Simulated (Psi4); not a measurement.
# SnH3O (SMILES [OH][SnH2]) at UM11/def2-SVP (core potential)

Aim: the electrostatic solvation energy at fixed shape (IEF-PCM, n-heptane) of SnH3O at UM11/def2-SVP (core potential), from 2 runs. 

Program for the calculation: Psi4 1.11.

4 further runs of the same task are left out: 2 that didn't finish, 2 set aside as unsound or not needed.

**1. The molecule**

SnH3O has 5 atoms, charge 0, and is taken as a doublet. As SMILES, `[OH][SnH2]`. The shape is that of a PBE0-D4/def2-TZVP optimisation. This is one conformer, not always the lowest.

Bond lengths: O1–Sn2 1.976 Å, O1–H3 0.960 Å, Sn2–H4 1.735 Å, Sn2–H5 1.722 Å. Angles: O1–Sn2–H4 106.9°, O1–Sn2–H5 101.9°, Sn2–O1–H3 113.3°, H4–Sn2–H5 111.7°.

**2. A single-point energy at UM11/def2-SVP (core potential)**

File calc.inp:

```
memory 1600 MB

molecule system {
  0 2
  O
  Sn 1 R2
  H 1 R3 2 A3
  H 2 R4 1 A4 3 D4
  H 2 R5 4 A5 1 D5

  R2 = 1.976201
  R3 = 0.960227
  A3 = 113.25808
  R4 = 1.734796
  A4 = 106.85405
  D4 = 47.40767
  R5 = 1.722343
  A5 = 111.65537
  D5 = -110.60594
  symmetry c1
  no_reorient
  no_com
}

set {
  reference uks
  scf_type pk
}

energy("m11/def2-SVP")
```

The run is started by

```bash
psi4 -n 1 calc.inp calc.out
```

calc.out:

```text
[...]
    !!!  WARNING: ECP capability is in beta. Please check occupations closely.  !!!
[...]
  Running in c1 symmetry.
[...]
  Nuclear repulsion =   73.023535301535176
[...]
  Multiplicity = 2
[...]
  Nalpha       = 17
  Nbeta        = 16
[...]
    Number of basis functions: 55
[...]
   @UKS iter   1:  -290.82277437268698   -1.73757e+00   1.26117e-02 DIIS/ADIIS
[...]
   @UKS iter  10:  -291.02894615042499   -1.92953e-08   2.51672e-07 DIIS
[...]
   @S^2 Observed:                7.537083311E-01
[...]
    Orbital Energies [Eh]
    ---------------------
    Alpha Occupied:
       1A    -19.439048     2A     -5.265651     3A     -3.611174
       4A     -3.607248     5A     -3.605849     6A     -1.189537
       7A     -1.176911     8A     -1.175307     9A     -1.172001
      10A     -1.171211    11A     -1.061501    12A     -0.648721
      13A     -0.548025    14A     -0.452829    15A     -0.441107
      16A     -0.415831    17A     -0.304924
    Alpha Virtual:
      18A      0.067160    19A      0.115008    20A      0.117792
      21A      0.177452    22A      0.246746    23A      0.291430
      24A      0.302506    25A      0.361087    26A      0.427205
[...]
  @UKS Final Energy:  -291.02894615042499
   => Energetics <=
    Nuclear Repulsion Energy =             73.0235353015351762
    One-Electron Energy =                -627.2356290499338911
    Two-Electron Energy =                 276.9219067873818858
    DFT Exchange-Correlation Energy =     -13.7387591894081407
    Empirical Dispersion Energy =           0.0000000000000000
    VV10 Nonlocal Energy =                  0.0000000000000000
    Total Energy =                       -291.0289461504249857
[...]
 Multipole Moments:
 ------------------------------------------------------------------------------------
     Multipole            Electronic (a.u.)      Nuclear  (a.u.)        Total (a.u.)
 ------------------------------------------------------------------------------------
 L = 1.  Multiply by 2.5417464519 to convert [e a0] to [Debye]
 Dipole X            :          2.4907192           -2.3978440            0.0928752
 Dipole Y            :          0.0144446            0.5469512            0.5613958
 Dipole Z            :         18.2451364          -17.8389568            0.4061796
 Magnitude           :                                                    0.6991229
[...]
```

Wall time 14 s (1 thread of Intel Xeon Platinum 8259CL at 2.50GHz (Skylake/Cascade Lake), shared host); peak memory 0.61 GiB.

**3. A single-point energy at UM11/def2-SVP (core potential, IEF-PCM n-heptane)**

File input.in:

```
memory 1600 mb

molecule system {
  0 2
  O      0.707400    -0.732900     0.861900
  Sn     0.104500     0.308800    -0.705500
  H      0.368600    -1.631300     0.873200
  H     -1.606800     0.061300    -0.845900
  H      0.476300     1.920400    -0.224900
  symmetry c1
  no_reorient
  no_com
}

set basis def2-SVP
set reference uks
set scf_type pk
set pcm true

pcm = {
  Units = Angstrom
  Medium {
    SolverType = IEFPCM
    Solvent = C7H16
  }
  Cavity {
    Type = GePol
    RadiiSet = UFF
    Scaling = False
    Area = 0.5
    Mode = Implicit
  }
}

result, w = energy("m11", return_wfn=True)
print_variables()
```

The run is started by

```bash
psi4 input.in input.out -n 1
```

input.out:

```text
[...]
    !!!  WARNING: ECP capability is in beta. Please check occupations closely.  !!!
[...]
  Running in c1 symmetry.
[...]
  Nuclear repulsion =   73.023538425356065
[...]
  Multiplicity = 2
[...]
  Nalpha       = 17
  Nbeta        = 16
[...]
    Number of basis functions: 55
[...]
   @UKS iter   1:  -290.85058371996257   -1.73474e+00   1.18619e-02 ADIIS/DIIS
[...]
   @UKS iter  10:  -291.03242264593405   -1.63121e-08   2.47928e-07 DIIS
[...]
   @S^2 Observed:                7.535710168E-01
[...]
    Orbital Energies [Eh]
    ---------------------
    Alpha Occupied:
       1A    -19.436121     2A     -5.261113     3A     -3.606624
       4A     -3.602753     5A     -3.601288     6A     -1.185179
       7A     -1.172348     8A     -1.170760     9A     -1.167454
      10A     -1.166678    11A     -1.058471    12A     -0.644311
      13A     -0.544881    14A     -0.450183    15A     -0.438189
      16A     -0.413490    17A     -0.299631
    Alpha Virtual:
      18A      0.073245    19A      0.120021    20A      0.122309
      21A      0.184056    22A      0.251477    23A      0.295502
      24A      0.307414    25A      0.365047    26A      0.432808
[...]
  @UKS Final Energy:  -291.03242264593405
   => Energetics <=
    Nuclear Repulsion Energy =             73.0235384253560653
    One-Electron Energy =                -627.2325453215726156
    Two-Electron Energy =                 276.9204109337702562
    DFT Exchange-Correlation Energy =     -13.7401728618755747
    Empirical Dispersion Energy =           0.0000000000000000
    VV10 Nonlocal Energy =                  0.0000000000000000
    PCM Polarization Energy =              -0.0036538216121424
    Total Energy =                       -291.0324226459340480
[...]
 Multipole Moments:
 ------------------------------------------------------------------------------------
     Multipole            Electronic (a.u.)      Nuclear  (a.u.)        Total (a.u.)
 ------------------------------------------------------------------------------------
 L = 1.  Multiply by 2.5417464519 to convert [e a0] to [Debye]
 Dipole X            :        -13.9640195           13.5990361           -0.3649834
 Dipole Y            :         -2.6912821            2.4203612           -0.2709209
 Dipole Z            :         16.0420860          -16.6738095           -0.6317235
 Magnitude           :                                                    0.7782581
[...]
```

Wall time 14 s (1 thread of Intel Xeon Platinum 8259CL at 2.50GHz (Skylake/Cascade Lake), shared host); peak memory 0.62 GiB.

**4. Results**

At UM11/def2-SVP (core potential):

```
                                              quantity          value
                               gas phase: total energy  -291.02895 Eh
                              gas phase: dipole moment         1.78 D
         gas phase: HOMO energy (highest over α and β)       -8.30 eV
          gas phase: LUMO energy (lowest over α and β)       -1.47 eV
                                       gas phase: ⟨S²⟩          0.754
                      IEF-PCM, n-heptane: total energy  -291.03242 Eh
                     IEF-PCM, n-heptane: dipole moment         1.98 D
IEF-PCM, n-heptane: HOMO energy (highest over α and β)       -8.15 eV
 IEF-PCM, n-heptane: LUMO energy (lowest over α and β)       -1.31 eV
        IEF-PCM, n-heptane: solvent term in the energy    -9.6 kJ/mol
                              IEF-PCM, n-heptane: ⟨S²⟩          0.754
      energy change from gas to solvent at fixed shape      -0.095 eV
```

**Reading.** The solvent model (IEF-PCM, n-heptane) lowers the energy by 0.09 eV (−9.1 kJ/mol) at the same shape. It holds the electrostatic part alone, without cavity or dispersion terms.
